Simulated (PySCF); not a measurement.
# C4H9BS2: the cost of one run

Programs: PySCF 2.14.0, with density-fitted response routines of our own. Each step states its level of theory. These are calculated values for one molecule in the gas phase, unless marked as measured. Atoms are numbered from 0 throughout.

### 1 Starting geometry

16 atoms, charge 0, multiplicity 1; geometry from: GFN2-xTB.

Bonds of the start (Å): C0–C1 1.52, C1–S2 1.86, S2–B3 1.77, B3–S4 1.77, S4–C5 1.86, C5–C6 1.52, C5–C1 1.52, C0–H7 1.09, C0–H8 1.09, C0–H9 1.09, C1–H10 1.10, B3–H11 1.16, C5–H12 1.10, C6–H13 1.09, C6–H14 1.09, C6–H15 1.09.

### 2 TDDFT and polarisability: B3LYP/def2-SVPD

The job: settings as JSON, then the geometry in Å.

```
{"job": {"kind": "uv", "xc": "B3LYP", "basis": "def2-SVPD", "nstates": 8, "ntriplets": 3}, "charge": 0, "multiplicity": 1}
C      1.781646    -0.643189     0.267786
C      0.655364     0.163869    -0.355681
S      1.095921     1.966263    -0.316544
B     -0.565580     2.574374    -0.254390
S     -1.825760     1.354999    -0.011717
C     -0.678428    -0.059731     0.343885
C     -1.342733    -1.361565    -0.071458
H      1.901254    -0.380705     1.316623
H      2.714678    -0.432197    -0.247753
H      1.574659    -1.708336     0.191430
H      0.560911    -0.082021    -1.418724
H     -0.812389     3.704182    -0.366716
H     -0.534216    -0.040424     1.429354
H     -2.296526    -1.466774     0.438820
H     -0.713146    -2.209864     0.187997
H     -1.523252    -1.369936    -1.144323
```

With the program's defaults for keys left out, this is: TDDFT B3LYP/def2-SVPD, vertical, gas phase, core orbitals frozen in the response.

On the command line:

```console
$ OMP_NUM_THREADS=1 python probes_run.py task.json out
```

The driver reads the jobs from task.json and runs them one after another.

**Question.** How long does this job take on 1 thread of Arm Neoverse V2, shared host, and how much memory does it need?

About 48 s, with a peak of 0.94 GiB.
